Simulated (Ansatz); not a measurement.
# CH₈O₂Si₂: up Jacob's ladder to CCSD(T)

An exercise on one series of results from a longer session: the logs are not shown, and one member is left open.

Computed with Ansatz 0.2.0, Gaussian basis. Level: functionals in def2-TZVPP, the program's frozen cores in correlated methods.

Plan: PBE-D4, r2SCAN-D4, PBE0-D4, B3LYP-D4, ωB97X-V, ωB97M-V, B2PLYP; CCSD(T)/def2-TZVPP; MP2/def2-QZVPP; extrapolation to the limit.

## The geometry

The geometry comes from an earlier relaxation with PBE0-D4 in a triple-zeta def2 set; it is a stationary point, not always the lowest conformer.

SMILES `C[SiH2][SiH](O)O`, 13 atoms, charge 0, spin multiplicity 1.

Atoms are counted from 1 here; the program's logs count them from 0.

Bond lengths: C1–Si2 1.877 Å, C1–H6 1.092 Å, C1–H7 1.092 Å, C1–H8 1.092 Å, Si2–Si3 2.337 Å, Si2–H9 1.490 Å, Si2–H10 1.491 Å, Si3–O4 1.650 Å, Si3–O5 1.649 Å, Si3–H11 1.498 Å, O4–H12 0.958 Å, O5–H13 0.958 Å. Angles: Si2–C1–H6 111.0°, Si2–C1–H7 110.9°, Si2–C1–H8 110.2°, H6–C1–H7 108.2°, H6–C1–H8 108.5°, H7–C1–H8 108.1°, C1–Si2–Si3 111.0°, C1–Si2–H9 110.5°, C1–Si2–H10 110.4°, Si3–Si2–H9 108.8°, Si3–Si2–H10 108.5°, H9–Si2–H10 107.6°, Si2–Si3–O4 108.7°, Si2–Si3–O5 105.1°, Si2–Si3–H11 114.6°, O4–Si3–O5 113.1°, O4–Si3–H11 107.0°, O5–Si3–H11 108.5° and more.

Set-up of the first run:

Contents of in.yaml:

```yaml
crystal:
  periodic: [false, false, false]
  atoms:
    - {symbol: C, position_ang: [-0.017853, 2.148893, -0.421618]}
    - {symbol: Si, position_ang: [-0.463885, 0.425586, -1.015414]}
    - {symbol: Si, position_ang: [0.327252, -1.202380, 0.463148]}
    - {symbol: O, position_ang: [-0.299693, -2.664483, 0.026686]}
    - {symbol: O, position_ang: [-0.170407, -0.705206, 1.954466]}
    - {symbol: H, position_ang: [-0.410170, 2.910147, -1.099292]}
    - {symbol: H, position_ang: [1.065793, 2.272154, -0.361910]}
    - {symbol: H, position_ang: [-0.433623, 2.323725, 0.572872]}
    - {symbol: H, position_ang: [-1.942061, 0.283948, -1.139531]}
    - {symbol: H, position_ang: [0.126905, 0.170659, -2.360939]}
    - {symbol: H, position_ang: [1.817220, -1.353754, 0.486499]}
    - {symbol: H, position_ang: [0.240204, -3.442500, 0.168609]}
    - {symbol: H, position_ang: [0.160308, -1.166790, 2.726434]}
basis:
  gaussian: {orbitals: def2-TZVPP}
hamiltonian: {xc: pbe, dispersion: d4}
output: {forces: true, orbitals: {seedname: orbitals}}
```

Started as:

```
$ ansatz run in.yaml --threads 2 --pin off --events-out ev --progress --plain --max-ram 32768MiB --backend cuda --devices 0, --max-vram 18GiB
```

Among the steps run: PBE-D4 (GGA); r2SCAN-D4 (meta-GGA); PBE0-D4 (hybrid); B3LYP-D4 (hybrid); ωB97X-V (range-separated); ωB97M-V (range-separated); B2PLYP (double hybrid); CCSD(T) in def2-TZVPP; MP2 in def2-QZVPP.

One of the session's tables, all rows but one given; the rest of the session is left out.

It belongs to the step «Atomisation energies». 

```
            method  atomisation energy (kcal/mol)
            PBE-D4                         1121.5
         r2SCAN-D4                         1117.3
           PBE0-D4                              ?
          B3LYP-D4                         1113.8
           ωB97X-V                         1121.3
           ωB97M-V                         1118.8
            B2PLYP                         1103.0
     HF/def2-TZVPP                          822.8
    MP2/def2-TZVPP                         1102.8
   CCSD/def2-TZVPP                         1077.0
CCSD(T)/def2-TZVPP                         1090.4
           MP2/CBS                         1133.9
       CCSD(T)/CBS                         1121.5
```

Q: Estimate the row for PBE0-D4 from the others.

**Answer.** atomisation energy (kcal/mol): 1106.5. In the column «atomisation energy (kcal/mol)» it lies between B2PLYP (1103.0) and B3LYP-D4 (1113.8).
